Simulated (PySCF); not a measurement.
# Cl4Ge: the cost of one run

Computed with PySCF 2.14.0, with density-fitted response routines of our own, on a single molecule in the gas phase. Atoms count from 0, in the outputs and in this text.

**1. The molecule as given**

5 atoms, charge 0, multiplicity 1; geometry from: GFN2-xTB. The atoms were then displaced at random by about 0.01 Å, so the start is not that level's minimum.

Bonds of the start (Å): Cl0–Ge1 2.12, Ge1–Cl2 2.14, Ge1–Cl3 2.15, Ge1–Cl4 2.12.

**2. Optimising the geometry at PBE0-D3(BJ)/def2-TZVP**

Job settings and geometry (Å):

```
{"job": {"xc": "PBE0", "basis": "def2-TZVP", "d3": "d3bj", "grid": 2, "shake": 0.01, "kind": "geom"}, "charge": 0, "multiplicity": 1}
Cl     1.034410     1.254340    -1.365200
Ge    -0.003910    -0.003940    -0.005420
Cl    -1.390370    -1.233420    -1.074760
Cl     1.453320    -1.222480     1.000310
Cl    -1.059890     1.171520     1.407180
```

On the command line:

```console
> OMP_NUM_THREADS=2 python probes_run.py task.json out
```

This one command runs all jobs of the session in turn.

**Question.** How long does this first job take on 2 threads of AMD EPYC, shared host, and how much memory does it need?

About 2 min, with a peak of 0.84 GiB.
